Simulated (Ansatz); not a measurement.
# KI2: the cost of one run

Computed with Ansatz 0.2.0 (DFT PBE, scalar-relativistic, plane waves, PAW, unless a step's input says otherwise).

## 1. The starting structure

The structure is trigonal, space group P-3m1 (No. 164). The conventional cell has a = 4.625 Å, b = 4.625 Å, c = 5.934 Å, α = 90.00°, β = 90.00°, γ = 120.00°. Around K (site symmetry -3m) lie 6 I at 3.12 Å. I (site symmetry 3m) is surrounded by 3 K at 3.12 Å.

Structure file:

```xyz
3
Lattice="4.6250 0.0000 0.0000 -2.3125 4.0053 0.0000 0.0000 0.0000 5.9342" Properties=species:S:1:pos:R:3 pbc="T T T"
K     0.0000    0.0000    0.0000
I     0.0000    2.6702    1.6221
I     2.3125    1.3351    4.3121
```

The cell is invented: species swapped into a database cell of CuTe2 (P-3m1, No. 164), with K on the Cu sites and I on the Te sites. Its size is a rough estimate.

## 2. The guess as it stands, on a coarse mesh

input.yaml reads:

```yaml
crystal:
  lattice:
    - [4.62495429, 0.0, 0.0]
    - [-2.31247715, 4.00532791, 0.0]
    - [0.0, 0.0, 5.93418778]
  atoms:
    - { symbol: K, position: [0.0, 0.0, 0.0] }
    - { symbol: I, position: [0.33333333, 0.66666667, 0.27334195] }
    - { symbol: I, position: [0.66666667, 0.33333333, 0.72665805] }
basis:
  ecutwfc: 420
kpoints:
  mp_grid: { grid: [6, 6, 4] }
hamiltonian:
  xc: pbe
scf:
  occupations: { method: gaussian, width: 0.1 }
  lower_state_search: "off"
output:
  forces: true
  stress: true
  eigenvalues: true
```

Launch:

```bash
ansatz run input.yaml --threads 1 --pin off --max-ram 2560MiB --backend cpu --events-out ev --progress --plain --runs-dir out
```

**Question.** How long does this run take on 1 thread of Arm Neoverse V1, shared host, and how much memory does it need?

About 4 s, with a peak of 0.36 GiB.
